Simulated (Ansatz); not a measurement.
**C₂H₇ClFHfNSe: one species, many methods**

An exercise on one series of results from a longer session: the logs are not shown, and one member is left open.

Method: functionals in def2-TZVPP, the program's frozen cores in correlated methods; program: Ansatz 0.2.0, Gaussian basis.

The runs, in order: LDA (SPW92), PBE-D4, revPBE-D4, BLYP-D4, r2SCAN-D4, B97M-V, PBE0-D4, B3LYP-D4, r2SCANh-D4, r2SCAN0-D4, HSE06-D4, BHLYP-D4, CAM-B3LYP-D4, LC-ωPBE, ωB97X-V, ωB97M-V, B2PLYP, PBE-QIDH; CCSD(T)/def2-SVP; CCSD(T)/def2-TZVPP; MP2/def2-QZVPP; extrapolation to the limit; RPA on PBE.

1 further run of the same task is left out (it didn't finish).

**Structure used throughout**

The geometry comes from an earlier relaxation with PBE0-D4 in a triple-zeta def2 set; it is a stationary point, not always the lowest conformer. Hf takes the def2 core potential; no spin-orbit term is included.

SMILES `C[N](C)[Hf]([F])([Cl])[SeH]`, 14 atoms, charge 0, spin multiplicity 1.

Atoms are counted from 1 here; the program's logs count them from 0.

Bond lengths: C1–N2 1.449 Å, C1–H8 1.095 Å, C1–H9 1.097 Å, C1–H10 1.097 Å, N2–C3 1.445 Å, N2–Hf4 1.988 Å, C3–H11 1.097 Å, C3–H12 1.097 Å, C3–H13 1.092 Å, Hf4–F5 1.901 Å, Hf4–Cl6 2.362 Å, Hf4–Se7 2.582 Å, Se7–H14 1.473 Å. Angles: N2–C1–H8 111.1°, N2–C1–H9 111.3°, N2–C1–H10 111.0°, H8–C1–H9 107.5°, H8–C1–H10 107.4°, H9–C1–H10 108.4°, C1–N2–C3 113.5°, C1–N2–Hf4 118.6°, C3–N2–Hf4 127.9°, N2–C3–H11 111.1°, N2–C3–H12 111.0°, N2–C3–H13 110.8°, H11–C3–H12 107.8°, H11–C3–H13 108.0°, H12–C3–H13 108.0°, N2–Hf4–F5 108.2°, N2–Hf4–Cl6 110.6°, N2–Hf4–Se7 101.1° and more.

Coordinates:

```xyz
14

C    -0.3955   -0.2327    1.5569
N     0.3647   -0.0548    0.3362
C     1.7057   -0.5875    0.4102
Hf   -0.4983    0.8757   -1.1947
F     0.8473    1.2860   -2.4732
Cl   -1.6821    2.7784   -0.4493
Se   -2.0913   -0.9638   -2.0578
H    -1.4059    0.1781    1.4550
H     0.0838    0.2766    2.4021
H    -0.4963   -1.2961    1.8060
H     2.2780   -0.1074    1.2142
H     1.6890   -1.6665    0.6080
H     2.2402   -0.4246   -0.5283
H    -2.6393   -0.0613   -3.0854
```

The first run:

in.yaml reads:

```yaml
crystal:
  periodic: [false, false, false]
  atoms:
    - {symbol: C, position_ang: [-0.395460, -0.232714, 1.556865]}
    - {symbol: N, position_ang: [0.364662, -0.054806, 0.336184]}
    - {symbol: C, position_ang: [1.705694, -0.587526, 0.410193]}
    - {symbol: Hf, position_ang: [-0.498294, 0.875702, -1.194679]}
    - {symbol: F, position_ang: [0.847314, 1.286018, -2.473152]}
    - {symbol: Cl, position_ang: [-1.682050, 2.778430, -0.449269]}
    - {symbol: Se, position_ang: [-2.091347, -0.963823, -2.057848]}
    - {symbol: H, position_ang: [-1.405871, 0.178070, 1.455047]}
    - {symbol: H, position_ang: [0.083836, 0.276584, 2.402136]}
    - {symbol: H, position_ang: [-0.496303, -1.296066, 1.805953]}
    - {symbol: H, position_ang: [2.277981, -0.107428, 1.214233]}
    - {symbol: H, position_ang: [1.688995, -1.666535, 0.608047]}
    - {symbol: H, position_ang: [2.240165, -0.424628, -0.528306]}
    - {symbol: H, position_ang: [-2.639333, -0.061288, -3.085404]}
basis:
  gaussian: {orbitals: def2-TZVPP}
hamiltonian: {xc: lda}
output: {orbitals: {seedname: orbitals}}
```

Started as:

```sh
$ ansatz run in.yaml --threads 2 --pin off --events-out ev --progress --plain --max-ram 20480MiB --backend cuda --devices 0, --max-vram 18GiB
```

Steps of the session up to this table: LDA; PBE-D4 (GGA); revPBE-D4 (GGA); BLYP-D4 (GGA); r2SCAN-D4 (meta-GGA); B97M-V (meta-GGA); PBE0-D4 (hybrid); B3LYP-D4 (hybrid); r2SCANh-D4 (hybrid); r2SCAN0-D4 (hybrid); HSE06-D4 (hybrid); BHLYP-D4 (hybrid); CAM-B3LYP-D4 (range-separated); LC-ωPBE (range-separated); ωB97X-V (range-separated); ωB97M-V (range-separated); B2PLYP (double hybrid); PBE-QIDH (double hybrid).

One of the session's tables, all rows but one given; the rest of the session is left out.

It belongs to the step «Frontier levels by functional». 

```
  functional  HOMO (eV)  gap (eV)
 LDA (SPW92)      -6.19      3.99
      PBE-D4      -6.02      4.08
   revPBE-D4      -5.96      4.12
     BLYP-D4      -5.84      4.04
   r2SCAN-D4          ?         ?
      B97M-V      -6.36      4.64
     PBE0-D4      -7.17      6.07
    B3LYP-D4      -6.92      5.62
  r2SCANh-D4      -6.73      5.30
  r2SCAN0-D4      -7.36      6.39
    HSE06-D4      -6.77      5.30
    BHLYP-D4      -8.14      8.04
CAM-B3LYP-D4      -8.42      8.43
     LC-ωPBE      -9.77     10.94
     ωB97X-V      -9.43     10.50
     ωB97M-V      -9.30     10.22
```

Q: Estimate the row for r2SCAN-D4 from the others.

Worked estimate for «HOMO (eV)». Against the share of exact exchange, r2SCANh-D4 (0.1, -6.73), r2SCAN0-D4 (0.25, -7.36) give a slope of -4.20 per unit share; at 0 the line stands at -6.31.

As computed: HOMO (eV): -6.31; gap (eV): 4.57. In «HOMO (eV)» the line misses by 0.00.
